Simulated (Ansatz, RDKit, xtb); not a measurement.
**C4H5BOS: which of the isomers drawn lies lowest?, part 1 of 2**

A sample of isomers of C4H5BOS is drawn. Aim: find which of them has the lowest free energy at 298.15 K, then its properties. The sample is small against all isomers, and the most stable one of this formula need not be in it.

The funnel: GFN2-xTB relaxations, single points with a density functional, relaxations at PBE-D3(BJ)/def2-SVP, harmonic vibrations (at GFN2-xTB), and a last energy at a higher level. All values are calculated.

**1. Candidates**

Isomers were taken from a list of plausible structures; this is a sample, not all of them. That gives 6 candidates.

```
label         SMILES     spin
 c418  OC1=CB(S)C=C1  singlet
 c477    OC1=CC=CB1S  singlet
 c481    OB1C=CC=C1S  singlet
 c540  OC1=CBC(S)=C1  singlet
 c561  OC1=CC=C(S)B1  singlet
 c820  OC1=C(S)BC=C1  singlet
```

Candidates are built by distance geometry, with a force field where one applies, in up to four conformers (letters a to d).

**2. First filter: tight binding**

All 7 starts are relaxed the same way. One of them, c418b (taken from a list of positional isomers, embedded by distance geometry and UFF), in full:

start.xyz reads:

```xyz
12
c418b
C     -0.745750    -2.287510    -0.512102
C     -1.040858    -1.163391     0.174452
C      0.916366    -0.867304    -1.236828
C      0.441754    -2.082752    -1.344800
B      0.001333    -0.150717    -0.221588
O     -1.439771    -3.483717    -0.417321
S      0.160374     1.632630     0.418242
H     -2.279210    -3.568208     0.207929
H     -1.864529    -1.089773     0.872927
H      0.978628     1.245098     1.491462
H      1.808661    -0.477050    -1.732097
H      0.880462    -2.857755    -1.991776
```

Launch:

```console
$ xtb start.xyz --gfn 2 --opt
```

What it wrote, cut to the lines that bear on the results:

```text
* xtb version 6.7.1
[...]
          :  # basis functions                  39          :
[...]
          :  # electrons                        36          :
[...]
          :  Hamiltonian                  GFN2-xTB          :
[...]
          :  net charge                          0          :
          :  unpaired electrons                  0          :
[...]
   *** convergence criteria satisfied after 14 iterations ***
[...]
   *** GEOMETRY OPTIMIZATION CONVERGED AFTER 20 ITERATIONS ***
[...]
   *** convergence criteria satisfied after 3 iterations ***
[...]
         ::                     SUMMARY                     ::
         :::::::::::::::::::::::::::::::::::::::::::::::::::::
         :: total energy             -19.614798214668 Eh    ::
         :: gradient norm              0.000894023733 Eh/a0 ::
         :: HOMO-LUMO gap              1.942703258830 eV    ::
         ::.................................................::
         :: SCC energy               -19.856857750454 Eh    ::
         :: -> isotropic ES            0.046324252951 Eh    ::
         :: -> anisotropic ES          0.003629658776 Eh    ::
         :: -> anisotropic XC          0.004788738837 Eh    ::
         :: -> dispersion             -0.008714858506 Eh    ::
         :: repulsion energy           0.242059535786 Eh    ::
         :: add. restraining           0.000000000000 Eh    ::
         :: total charge               0.000000000000 e     ::
         :::::::::::::::::::::::::::::::::::::::::::::::::::::
[...]
        18        2.0000           -0.3681829             -10.0188 (HOMO)
        19                         -0.2967899              -8.0761 (LUMO)
[...]
     #   Z          covCN         q      C6AA      α(0)
     1   6 C        2.915     0.147    24.800     8.166
     2   6 C        2.848    -0.198    33.223     9.447
     3   6 C        2.858    -0.121    31.059     9.135
     4   6 C        2.958    -0.045    29.124     8.852
     5   5 B        2.803     0.276    17.228     6.936
     6   8 O        1.659    -0.366    20.206     6.068
     7  16 S        1.828    -0.252   151.878    20.743
     8   1 H        0.805     0.305     0.707     1.321
     9   1 H        0.926     0.009     2.911     2.668
    10   1 H        0.923     0.166     1.288     1.775
    11   1 H        0.926     0.034     2.524     2.484
    12   1 H        0.926     0.046     2.375     2.410
[...]
     #   Z sym  total        # sym  WBO       # sym  WBO       # sym  WBO
 ---------------------------------------------------------------------------
     1   6 C    3.925 --     2 C    1.679     6 O    1.110     4 C    1.015
     2   6 C    3.953 --     1 C    1.679     5 B    1.073     9 H    0.973
                             6 O    0.117
     3   6 C    3.964 --     4 C    1.889     5 B    0.980    11 H    0.975
     4   6 C    3.986 --     3 C    1.889     1 C    1.015    12 H    0.968
     5   5 B    3.432 --     7 S    1.229     2 C    1.073     3 C    0.980
     6   8 O    2.169 --     1 C    1.110     8 H    0.885     2 C    0.117
     7  16 S    2.283 --     5 B    1.229    10 H    0.952
     8   1 H    0.907 --     6 O    0.885
     9   1 H    1.000 --     2 C    0.973
    10   1 H    0.972 --     7 S    0.952
    11   1 H    0.999 --     3 C    0.975
    12   1 H    0.998 --     4 C    0.968
[...]
molecular dipole:
                 x           y           z       tot (Debye)
 q only:       -0.484       0.006       0.482
   full:       -0.789      -0.364       0.538       2.598
molecular quadrupole (traceless):
[...]
          | TOTAL ENERGY              -19.614798214668 Eh   |
          | GRADIENT NORM               0.000894023733 Eh/α |
          | HOMO-LUMO GAP               1.942703258830 eV   |
           -------------------------------------------------
[...]
```

Wall time 0.39 s (2 threads of Intel Xeon at 2.50GHz (Skylake/Cascade Lake), shared host).

**3. Distinct minima at GFN2-xTB**

7 of the 7 relaxations converged. 7 distinct structures remain:

```
label  start   SMILES after     spin  energy (kcal/mol)
c481a  drawn    OB1C=CC=C1S  singlet                0.0
c418b  drawn  OC1=CB(S)C=C1  singlet                8.7
c418a  drawn  OC1=CB(S)C=C1  singlet                9.9
c477a  drawn    OC1=CC=CB1S  singlet               15.5
c540a  drawn  OC1=CBC(S)=C1  singlet               23.3
c820a  drawn  OC1=C(S)BC=C1  singlet               29.9
c561a  drawn  OC1=CC=C(S)B1  singlet               30.7
```

**4. Single points on the low minima**

A choice of the minima (the low ones first, few conformers of a pattern, up to a cap) and the lowest that fell apart get a single point at r2SCAN-D4/def2-SVP on the tight-binding geometry, and one at HF/STO-3G for comparison. The lowest singlets are also tried as triplets at the same geometry (label ending in t). The first, c481a:

input.yaml reads:

```yaml
crystal:
  periodic: [false, false, false]
  atoms:
    - symbol: C
      position_ang: [-0.762153, 0.043817, -0.732475]
    - symbol: C
      position_ang: [0.311619, 0.285140, 0.036163]
    - symbol: C
      position_ang: [0.988611, -0.939177, 0.477169]
    - symbol: C
      position_ang: [0.361193, -2.027024, -0.001316]
    - symbol: B
      position_ang: [-0.880790, -1.519372, -0.867594]
    - symbol: O
      position_ang: [-1.732064, -2.321756, -1.496470]
    - symbol: S
      position_ang: [0.845924, -3.680933, 0.289916]
    - symbol: H
      position_ang: [-2.443879, -1.915027, -1.991823]
    - symbol: H
      position_ang: [-1.375403, 0.830023, -1.142192]
    - symbol: H
      position_ang: [0.680608, 1.256010, 0.328962]
    - symbol: H
      position_ang: [1.867445, -0.923024, 1.098709]
    - symbol: H
      position_ang: [-0.140597, -4.218091, -0.426635]
basis:
  gaussian:
    orbitals: def2-SVP
hamiltonian:
  xc: r2scan
  dispersion: d4
scf:
  lower_state_search: off
output:
  orbitals: {seedname: orbitals}
```

Launch:

```console
$ ansatz run input.yaml --threads 2 --pin off --max-ram 5220MiB --events-out events.jsonl --progress --plain --runs-dir runs
```

What it wrote, cut to the lines that bear on the results:

```text
Warning: RAYON_NUM_THREADS=2 ignored (pool sized by the plan → 2); use --threads N
Functional definition: r2SCAN
  name "r2SCAN"
[...]
1424 factors; their error is unknown
[...]
mean field -17775.16267700 eV, -653.2251799416 hartree, gradient 1.5e-6 eV, S^2 0.000000; 0 other end points of the search recorded, 0 dependent functions left out
reference -17775.16268704 eV, -653.2251803109 hartree; 29, 29 occupied and 98, 98 virtual orbitals, 1424 factors
Total energy: -17775.24763261 eV, -653.2283020029 hartree
Checks for a lower state left out: stability, starts, cluster_reference, orbital_swaps, neighbouring_geometries, increment
```

Run time: 6.3 s. Hardware: 2 threads of Intel Xeon at 2.50GHz (Skylake/Cascade Lake), shared host; peak memory 0.17 GiB.

Relative energies in kcal/mol, each column from its lowest structure that stays in one piece:

```
 label         SMILES     spin  GFN2-xTB  HF/STO-3G  r2SCAN-D4/def2-SVP
 c481a    OB1C=CC=C1S  singlet       0.0        0.0                 0.0
 c418b  OC1=CB(S)C=C1  singlet       8.7       11.9                 9.0
 c418a  OC1=CB(S)C=C1  singlet       9.9       14.1                11.2
 c477a    OC1=CC=CB1S  singlet      15.5       19.6                18.7
c481at    OB1C=CC=C1S  triplet         –          –                30.3
 c540a  OC1=CBC(S)=C1  singlet      23.3       38.8                37.9
 c820a  OC1=C(S)BC=C1  singlet      29.9       45.4                47.8
c418bt  OC1=CB(S)C=C1  triplet         –          –                49.1
 c561a  OC1=CC=C(S)B1  singlet      30.7       48.0                53.9
```

**5. Relaxing the best candidates**

3 candidates are relaxed at PBE-D3(BJ)/def2-SVP (chosen among the lowest in one piece, one conformer a pattern). The first, c481a:

Changes to input.yaml since step 4:

```diff
@@ -30,8 +30,10 @@
     orbitals: def2-SVP
+magnetization:
+  spin_polarized: false
 hamiltonian:
-  xc: r2scan
-  dispersion: d4
+  xc: pbe
+  dispersion: d3bj
 scf:
-  lower_state_search: off
-output:
-  orbitals: {seedname: orbitals}
+  lower_state_search: "off"
+relax:
+  f_tol: 0.006
```

Launch:

```console
$ ansatz run input.yaml --threads 2 --pin off --max-ram 5220MiB --events-out events.jsonl --progress --plain --runs-dir runs
```

What it wrote, cut to the lines that bear on the results:

```text
Warning: RAYON_NUM_THREADS=2 ignored (pool sized by the plan → 2); use --threads N
[...]
Functional definition: PBE
  name "PBE"
[...]
1424 factors; their error is unknown
[...]
mean field -17766.51001817 eV, -652.9072005946 hartree, gradient 2.9e-6 eV, S^2 0.000000; 0 other end points of the search recorded, 0 dependent functions left out
[...]
reference -17766.51005083 eV, -652.9072017949 hartree; 29, 29 occupied and 98, 98 virtual orbitals, 1424 factors
relax step   1: F+E_penalty+E_count = -17766.83751074 eV  Δ(F+E_penalty+E_count) = +0.000e0 eV  max|allowed force component| = 1.457e0 eV/Å  Δτ_max = 0.0000 Å  (23 SCF iters, accepted)
[...]
relax step   7: F+E_penalty+E_count = -17766.98762454 eV  Δ(F+E_penalty+E_count) = -2.658e-5 eV  max|allowed force component| = 1.098e-2 eV/Å  Δτ_max = 0.0015 Å  (15 SCF iters, accepted)
[...]
Atom 3 at     0.387668    -2.054974     0.015605 Å, force    -0.000189     0.000236     0.000092 eV/Å
Atom 4 at    -0.855950    -1.509978    -0.849325 Å, force     0.000524    -0.000225    -0.000065 eV/Å
Atom 5 at    -1.707836    -2.359497    -1.480683 Å, force    -0.000702    -0.000009    -0.000464 eV/Å
Atom 6 at     0.824086    -3.721502     0.272343 Å, force    -0.001021     0.000542    -0.000734 eV/Å
Atom 7 at    -2.412875    -1.893417    -1.966106 Å, force     0.000491    -0.000176     0.000397 eV/Å
Atom 8 at    -1.419113     0.852160    -1.173964 Å, force    -0.000208    -0.000268    -0.000058 eV/Å
Atom 9 at     0.669059     1.291509     0.321499 Å, force     0.000039    -0.000029     0.000051 eV/Å
Atom 10 at     1.908263    -0.899246     1.131133 Å, force     0.000538    -0.000168     0.000319 eV/Å
Atom 11 at    -0.196525    -4.241852    -0.468361 Å, force     0.000332    -0.000690     0.000227 eV/Å
Dipole moment:    -0.344016     0.109155    -0.240613 e Å
Checks for a lower state left out: stability, starts, cluster_reference, orbital_swaps, neighbouring_geometries, increment
```

Wall time 58 s (2 threads of Intel Xeon at 2.50GHz (Skylake/Cascade Lake), shared host); peak memory 0.17 GiB.

Energy change by step (eV): 0.0000, -0.1277, -0.1463, -0.1486, -0.1496, -0.1501, -0.1501, -0.1501.

After the run. Bond lengths: C1–C2 1.366 Å, C2–C3 1.493 Å, C3–C4 1.365 Å, C1–B5 1.569 Å, C4–B5 1.610 Å, B5–O6 1.359 Å, C4–S7 1.742 Å, O6–H8 0.975 Å, C1–H9 1.099 Å, C2–H10 1.104 Å, C3–H11 1.101 Å, S7–H12 1.364 Å. Some angles: C1–C2–C3 114.5°, C2–C1–B5 103.9°, C2–C3–C4 110.4°, C3–C4–B5 105.3°, C3–C4–S7 128.0°, B5–C4–S7 126.6°, C1–B5–C4 105.8°, C1–B5–O6 132.7°, C4–B5–O6 121.5°, C1–C2–H10 125.0°.

**6. Ranking at PBE-D3(BJ)/def2-SVP**

```
label     spin  r2SCAN-D4/def2-SVP (kcal/mol)  PBE-D3(BJ)/def2-SVP, relaxed (kcal/mol)  time
c481a  singlet                            0.0                                      0.0  58 s
c418b  singlet                            9.0                                      8.9  41 s
c477a  singlet                           18.7                                     17.5  55 s
```

c481a: Bond lengths: C1–C2 1.366 Å, C2–C3 1.493 Å, C3–C4 1.365 Å, C1–B5 1.569 Å, C4–B5 1.610 Å, B5–O6 1.359 Å, C4–S7 1.742 Å, O6–H8 0.975 Å, C1–H9 1.099 Å, C2–H10 1.104 Å, C3–H11 1.101 Å, S7–H12 1.364 Å. Some angles: C1–C2–C3 114.5°, C2–C1–B5 103.9°, C2–C3–C4 110.4°, C3–C4–B5 105.3°, C3–C4–S7 128.0°, B5–C4–S7 126.6°, C1–B5–C4 105.8°, C1–B5–O6 132.7°, C4–B5–O6 121.5°, C1–C2–H10 125.0°.

c418b: Bond lengths: C1–C2 1.372 Å, C1–C4 1.506 Å, C3–C4 1.354 Å, C2–B5 1.546 Å, C3–B5 1.601 Å, C1–O6 1.346 Å, B5–S7 1.796 Å, O6–H8 0.978 Å, C2–H9 1.099 Å, S7–H10 1.364 Å, C3–H11 1.099 Å, C4–H12 1.102 Å. Some angles: C1–C2–B5 103.9°, C2–C1–C4 113.6°, C2–C1–O6 130.2°, C4–C1–O6 116.3°, C1–C4–C3 110.5°, C4–C3–B5 105.1°, C2–B5–C3 106.9°, C2–B5–S7 130.6°, C3–B5–S7 122.4°, C1–C2–H9 124.2°.

c477a: Bond lengths: C1–C2 1.363 Å, C2–C3 1.491 Å, C3–C4 1.370 Å, C1–B5 1.615 Å, C4–B5 1.554 Å, C1–O6 1.354 Å, B5–S7 1.789 Å, O6–H8 0.976 Å, C2–H9 1.099 Å, C3–H10 1.104 Å, C4–H11 1.097 Å, S7–H12 1.369 Å. Some angles: C1–C2–C3 109.5°, C2–C1–B5 105.9°, C2–C1–O6 125.3°, B5–C1–O6 128.9°, C2–C3–C4 114.9°, C3–C4–B5 104.1°, C1–B5–C4 105.6°, C1–B5–S7 127.4°, C4–B5–S7 127.0°, C1–C2–H9 126.5°.

(Continued in part 2 of 2.)
